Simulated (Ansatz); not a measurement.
**SiBrF3: two vibrations frozen in**

How does the energy of BrF3Si, SMILES F[Si](F)(F)Br change over two coordinates at once? A grid of runs gives the map.

Computed with Ansatz 0.2.0. Level: RHF/def2-SVP.

**1. Where the work starts**

5 atoms, charge 0, spin multiplicity 1.

Atoms are counted from 1 here; the program's logs count them from 0.

Bond lengths: F1–Si2 1.610 Å, Si2–F3 1.610 Å, Si2–F4 1.610 Å, Si2–Br5 2.184 Å. Angles: F1–Si2–F3 108.1°, F1–Si2–F4 108.1°, F1–Si2–Br5 110.8°, F3–Si2–F4 108.1°, F3–Si2–Br5 110.8°, F4–Si2–Br5 110.8°.

Coordinates:

```xyz
5
charge 0, multiplicity 1
F    -0.03176    0.03925    1.63608
Si    0.06223   -0.08024    0.03298
F    -0.42923   -1.55481   -0.38788
F     1.60874    0.07153   -0.38933
Br   -1.15998    1.45067   -0.93335
```

This geometry comes from a loose relaxation at PBE in a small basis, which is not shown.

**4. The grid**

The axes are (1) normal mode 1 (206 cm⁻¹): 15 values from −3.02 amu½·Å; (2) normal mode 2 (206 cm⁻¹): 15 values from −2.81 amu½·Å.

Nothing else is relaxed (straight displacements along the two mass-weighted modes). Energies count from the relaxed molecule at the same level. Points are written as (first, second).

Displacement patterns for an amplitude of 1 (Å):

```csv
atom,x1,y1,z1,x2,y2,z2
F1,0.102,-0.072,0.050,0.018,-0.098,0.036
Si2,0.012,0.032,0.036,-0.039,-0.015,0.026
F3,-0.102,0.096,-0.051,0.005,-0.043,0.072
F4,0.018,0.023,0.053,-0.080,0.120,-0.070
Br5,-0.008,-0.022,-0.025,0.027,0.010,-0.018
```

(The set-up runs are not shown.)

**5. Grid point (0.00 amu½·Å, 0.00 amu½·Å)**

input.yaml reads:

```yaml
crystal:
  periodic: [false, false, false]
  atoms:
    - { symbol: F, position_ang: [-0.028482, 0.034996, 1.603968] }
    - { symbol: Si, position_ang: [0.064733, -0.083298, 0.034978] }
    - { symbol: F, position_ang: [-0.417137, -1.526109, -0.377952] }
    - { symbol: F, position_ang: [1.578114, 0.066108, -0.379468] }
    - { symbol: Br, position_ang: [-1.147228, 1.434703, -0.923025] }
basis:
  gaussian: { orbitals: def2-SVP }
hamiltonian:
  xc: hf
output:
  forces: true
```

The run is started by

```
ansatz run input.yaml --threads 1 --pin off --max-ram 2560MiB --backend cpu --events-out ev --progress --plain --runs-dir out
```

The session goes on with these runs: the other points that were computed.

What does the calculation give? Wanted: lowest point; highest computed point; largest force on an atom.

As calculated:

| quantity | value |
| --- | --- |
| lowest point | (0.00 amu½·Å, 0.00 amu½·Å), 0 kJ/mol |
| highest computed point | (−3.02 amu½·Å, −2.81 amu½·Å), 195 kJ/mol above the lowest |
| largest force on an atom (eV/Å) | 0.00 at (0.00 amu½·Å, 0.00 amu½·Å) to 4.81 at (3.02 amu½·Å, 2.81 amu½·Å); 0.00 at the lowest point |
| time for the whole task | 7.4 min on 1 thread, shared host |

What this shows: The lowest computed point is at (0.00 amu½·Å, 0.00 amu½·Å), 0 kJ/mol from the relaxed molecule at the same level. No other kind of well shows on this grid. The highest computed point, (−3.02 amu½·Å, −2.81 amu½·Å), lies 195 kJ/mol above the lowest. Round the minimum the two coordinates are nearly uncoupled.
